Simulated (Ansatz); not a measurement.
# C₃H₃FSi: basis-set convergence

How large a basis does C₃H₃FSi need? Two functionals are run in growing sets.

Program: Ansatz 0.2.0, Gaussian basis. Level of theory: one geometry, several basis sets. These are calculated values, not measurements.

The runs, in order: PBE0-D4/def2-SVP; ωB97M-V/def2-SVP; PBE0-D4/def2-QZVPP; ωB97M-V/def2-QZVPP; the functionals' def2-TZVPP values are taken from earlier runs.

## 1. The relaxed structure

An earlier PBE0-D4/def2-TZVP relaxation fixed the geometry.

8 atoms, charge 0, spin multiplicity 1.

Atoms are counted from 1 here; the program's logs count them from 0.

Bond lengths: F1–C2 1.339 Å, C2–C3 1.339 Å, C2–Si5 1.933 Å, C3–C4 1.326 Å, C4–Si5 1.879 Å, C4–H6 1.083 Å, Si5–H7 1.476 Å, Si5–H8 1.475 Å. Angles: F1–C2–C3 124.0°, F1–C2–Si5 129.7°, C3–C2–Si5 69.8°, C2–C3–C4 136.8°, C3–C4–Si5 71.9°, C3–C4–H6 127.2°, Si5–C4–H6 136.3°, C2–Si5–C4 81.1°, C2–Si5–H7 114.3°, C2–Si5–H8 110.9°, C4–Si5–H7 111.8°, C4–Si5–H8 117.2° and more.

As a file:

```mol
C3H3FSi
  3D, bonds by distance, orders not assigned

  8  9  0  0  0  0  0  0  0  0999 V2000
    0.5965   -2.0521    1.3342 F   0  0
    0.7828   -1.0043    0.5218 C   0  0
    0.5660    0.2680    0.8799 C   0  0
   -0.0532    1.3243    0.3696 C   0  0
   -0.4457   -0.1623   -0.7109 Si  0  0
    0.3577    2.3146    0.2201 H   0  0
    0.0827    0.0007   -2.0798 H   0  0
   -1.7946   -0.7459   -0.5905 H   0  0
  1  2  8  0
  2  3  8  0
  2  5  8  0
  3  4  8  0
  3  5  8  0
  4  5  8  0
  4  6  8  0
  5  7  8  0
  5  8  8  0
M  END
```

## 2. PBE0-D4 in def2-SVP

Input file in.yaml:

```yaml
crystal:
  periodic: [false, false, false]
  atoms:
    - {symbol: F, position_ang: [0.596504, -2.052099, 1.334193]}
    - {symbol: C, position_ang: [0.782814, -1.004253, 0.521823]}
    - {symbol: C, position_ang: [0.566033, 0.268015, 0.879867]}
    - {symbol: C, position_ang: [-0.053157, 1.324279, 0.369589]}
    - {symbol: Si, position_ang: [-0.445721, -0.162324, -0.710944]}
    - {symbol: H, position_ang: [0.357732, 2.314591, 0.220112]}
    - {symbol: H, position_ang: [0.082707, 0.000729, -2.079784]}
    - {symbol: H, position_ang: [-1.794613, -0.745938, -0.590457]}
basis:
  gaussian: {orbitals: def2-SVP}
hamiltonian: {xc: pbe0, dispersion: d4}
output: {orbitals: {seedname: orbitals}}
```

Run with:

```sh
ansatz run in.yaml --threads 2 --pin off --events-out ev --progress --plain --max-ram 4352MiB
```

The runs that follow: ωB97M-V in def2-SVP; PBE0-D4 in def2-QZVPP; ωB97M-V in def2-QZVPP.

Q: Predict the results of all the runs planned. Wanted: PBE0-D4: double and triple zeta above quadruple; ωB97M-V: double and triple zeta above quadruple.

The runs gave:

| quantity | value |
| --- | --- |
| PBE0-D4: double and triple zeta above quadruple | 10.25, 0.59 eV |
| ωB97M-V: double and triple zeta above quadruple | 10.42, 0.54 eV |

**Reading.** PBE0-D4 gains 9.66 eV from double to triple zeta, then 0.59 eV more. These are total energies; as a rule much of such shifts cancels in differences, which this series doesn't test.
